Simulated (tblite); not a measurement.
# C4H6ClSi: the cost of one run

The runs use tblite 0.8.0 and PySCF 2.14.0, with density-fitted response routines of our own; the level of theory stands in each step. All values are computed, except where a source is named. Atoms are numbered from 0 throughout.

### 1 The molecule as given

12 atoms, charge 0, multiplicity 2; geometry from: force field or distance geometry start.

Bonds of the start (Å): C0–C1 1.36, C1–C2 1.44, C2–Cl3 1.75, C2–C4 1.35, C4–Si5 1.83, C0–H6 1.08, C0–H7 1.08, C1–H8 1.09, C4–H9 1.09, Si5–H10 1.48, Si5–H11 1.49.

### 2 Geometry optimisation with GFN2-xTB

What the job is given:

```
{"job": {"kind": "relax", "xc": "GFN2-xTB", "basis": "xTB"}, "charge": 0, "multiplicity": 2}
C      2.144400    -0.638000     0.492700
C      0.850000    -0.428300     0.142700
C      0.164700     0.838200     0.084200
Cl     1.050800     2.302400     0.453000
C     -1.135300     1.012600    -0.249200
Si    -2.418500    -0.203100    -0.721400
H      2.811900     0.172400     0.760300
H      2.551300    -1.636000     0.513900
H      0.284700    -1.324600    -0.096600
H     -1.538600     2.022800    -0.265700
H     -1.847400    -1.223400    -1.636800
H     -2.916800    -0.895800     0.496800
```

Run with:

```console
$ OMP_NUM_THREADS=1 python probes_run.py task.json out
```

This one command runs all jobs of the session in turn.

Q: Estimate the wall time of this first job on 1 thread of Intel Xeon at 2.50GHz, shared host.

About 1.1 s.
